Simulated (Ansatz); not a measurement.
# ClGaH4Si: the cost of one run

Program: Ansatz 0.2.0, Gaussian basis. Level of theory: the settings change from run to run. These are calculated values, not measurements.

### Step 1. The geometry

The geometry comes from an earlier relaxation with PBE0-D4 in a triple-zeta def2 set; it is a stationary point, not always the lowest conformer.

SMILES `[SiH3][GaH][Cl]`, 7 atoms, charge 0, spin multiplicity 1.

Atoms are counted from 1 here; the program's logs count them from 0.

Bond lengths: Si1–Ga2 2.404 Å, Si1–H4 1.487 Å, Si1–H5 1.487 Å, Si1–H6 1.487 Å, Ga2–Cl3 2.161 Å, Ga2–H7 1.564 Å. Angles: Ga2–Si1–H4 109.1°, Ga2–Si1–H5 109.1°, Ga2–Si1–H6 111.9°, H4–Si1–H5 108.8°, H4–Si1–H6 108.9°, H5–Si1–H6 108.9°, Si1–Ga2–Cl3 113.6°, Si1–Ga2–H7 133.0°, Cl3–Ga2–H7 113.3°.

As a file:

```tsv
atom	x (Å)	y (Å)	z (Å)
Si1	-0.8871	0.5685	-0.3002
Ga2	1.0025	-0.5995	0.6193
Cl3	2.1811	-1.6420	-0.8617
H4	-1.7756	-0.4069	-0.9865
H5	-0.4076	1.5636	-1.2961
H6	-1.6670	1.2750	0.7508
H7	1.5537	-0.7588	2.0743
```

### Step 2. HSE06/def2-TZVPP

This run has charge +1, multiplicity 2, atoms shaken by 0.03 Å.

Input file in.yaml:

```yaml
crystal:
  periodic: [false, false, false]
  atoms:
    - {symbol: Si, position_ang: [-0.894676, 0.603667, -0.307717]}
    - {symbol: Ga, position_ang: [1.019825, -0.655045, 0.640634]}
    - {symbol: Cl, position_ang: [2.181992, -1.678369, -0.808304]}
    - {symbol: H, position_ang: [-1.758584, -0.413330, -0.977027]}
    - {symbol: H, position_ang: [-0.380616, 1.590830, -1.305063]}
    - {symbol: H, position_ang: [-1.689033, 1.270428, 0.769994]}
    - {symbol: H, position_ang: [1.532008, -0.805855, 2.098701]}
basis:
  gaussian: {orbitals: def2-TZVPP}
total_charge: 1
magnetization: {spin_polarized: true, initial_magnetization: 1}
hamiltonian: {xc: {name: HSE06}}
```

On the command line:

```
> ansatz run in.yaml --threads 2 --pin off --events-out ev --progress --plain --max-ram 32768MiB --backend cpu
```

**Question.** How long does this run take on 2 threads of AMD EPYC 7R13, shared host, and how much memory does it need?

About 6.5 s, with a peak of 0.71 GiB.
